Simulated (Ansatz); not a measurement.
# GeH7NSi2: one species, many methods

One table from this session's results is given with a row withheld; the runs are named, their logs left out.

The runs use Ansatz 0.2.0, Gaussian basis; functionals in def2-TZVPP, the program's frozen cores in correlated methods.

Plan: LDA (SPW92), PBE-D4, revPBE-D4, BLYP-D4, r2SCAN-D4, B97M-V, PBE0-D4, B3LYP-D4, r2SCANh-D4, r2SCAN0-D4, HSE06-D4, BHLYP-D4, CAM-B3LYP-D4, LC-ωPBE, ωB97X-V, ωB97M-V, B2PLYP, PBE-QIDH; CCSD(T)/def2-SVP; CCSD(T)/def2-TZVPP; MP2/def2-QZVPP; extrapolation to the limit; RPA on PBE.

## The geometry

The geometry comes from an earlier relaxation with PBE0-D4 in a triple-zeta def2 set; it is a stationary point, not always the lowest conformer.

SMILES `[SiH3][N]([SiH3])[GeH]`, 11 atoms, charge 0, spin multiplicity 1.

Atoms are counted from 1 here; the program's logs count them from 0.

Bond lengths: Si1–N2 1.747 Å, Si1–H5 1.484 Å, Si1–H6 1.492 Å, Si1–H7 1.484 Å, N2–Si3 1.740 Å, N2–Ge4 1.853 Å, Si3–H8 1.486 Å, Si3–H9 1.487 Å, Si3–H10 1.487 Å, Ge4–H11 1.611 Å. Angles: N2–Si1–H5 111.1°, N2–Si1–H6 108.1°, N2–Si1–H7 111.1°, H5–Si1–H6 108.6°, H5–Si1–H7 109.4°, H6–Si1–H7 108.5°, Si1–N2–Si3 120.8°, Si1–N2–Ge4 118.8°, Si3–N2–Ge4 120.4°, N2–Si3–H8 107.9°, N2–Si3–H9 110.9°, N2–Si3–H10 110.9°, H8–Si3–H9 109.5°, H8–Si3–H10 109.6°, H9–Si3–H10 108.0°, N2–Ge4–H11 92.5°.

The first run:

The input, in.yaml:

```yaml
crystal:
  periodic: [false, false, false]
  atoms:
    - {symbol: Si, position_ang: [-0.543574, 1.023510, -0.838020]}
    - {symbol: N, position_ang: [-0.010269, -0.450482, -0.067530]}
    - {symbol: Si, position_ang: [0.866392, -0.404493, 1.434937]}
    - {symbol: Ge, position_ang: [-0.392863, -2.071440, -0.880370]}
    - {symbol: H, position_ang: [-2.022020, 1.053259, -0.966440]}
    - {symbol: H, position_ang: [-0.117809, 2.172579, 0.012553]}
    - {symbol: H, position_ang: [0.071448, 1.176238, -2.180318]}
    - {symbol: H, position_ang: [1.172441, -1.804651, 1.827529]}
    - {symbol: H, position_ang: [2.134068, 0.359165, 1.286522]}
    - {symbol: H, position_ang: [0.058988, 0.246514, 2.500951]}
    - {symbol: H, position_ang: [-1.151401, -1.357296, -2.109214]}
basis:
  gaussian: {orbitals: def2-TZVPP}
hamiltonian: {xc: lda}
output: {orbitals: {seedname: orbitals}}
```

Run with:

```sh
> ansatz run in.yaml --threads 4 --pin off --events-out ev --progress --plain --max-ram 10444MiB
```

Among the steps run: LDA; PBE-D4 (GGA); revPBE-D4 (GGA); BLYP-D4 (GGA); r2SCAN-D4 (meta-GGA); B97M-V (meta-GGA); PBE0-D4 (hybrid); B3LYP-D4 (hybrid); r2SCANh-D4 (hybrid); r2SCAN0-D4 (hybrid); HSE06-D4 (hybrid); BHLYP-D4 (hybrid); CAM-B3LYP-D4 (range-separated); LC-ωPBE (range-separated); ωB97X-V (range-separated); ωB97M-V (range-separated); B2PLYP (double hybrid); PBE-QIDH (double hybrid).

One of the session's tables, all rows but one given; the rest of the session is left out.

It belongs to the step «Orbital energies across the functionals». 

| functional | HOMO (eV) | LUMO (eV) | gap (eV) |
| --- | --- | --- | --- |
| LDA (SPW92) | -5.95 | -3.39 | 2.56 |
| PBE-D4 | -5.85 | -3.17 | 2.69 |
| revPBE-D4 | -5.81 | -3.08 | 2.73 |
| BLYP-D4 | -5.74 | -3.05 | 2.69 |
| r2SCAN-D4 | -6.12 | -3.10 | 3.02 |
| B97M-V | -6.19 | -3.12 | 3.07 |
| PBE0-D4 | -6.91 | -2.37 | 4.54 |
| B3LYP-D4 | -6.75 | -2.58 | 4.17 |
| r2SCANh-D4 | -6.50 | -2.79 | 3.71 |
| r2SCAN0-D4 | -7.09 | -2.34 | 4.75 |
| HSE06-D4 | -6.52 | -2.74 | 3.77 |
| BHLYP-D4 | -7.87 | -1.49 | 6.38 |
| CAM-B3LYP-D4 | -8.19 | -1.32 | 6.87 |
| LC-ωPBE | ? | ? | ? |
| ωB97X-V | -9.15 | -0.31 | 8.84 |
| ωB97M-V | -9.05 | -0.44 | 8.61 |

**Question.** Estimate the row for LC-ωPBE.

The run gave: HOMO (eV): -9.46; LUMO (eV): -0.20; gap (eV): 9.26. In the column «HOMO (eV)» it is the lowest.
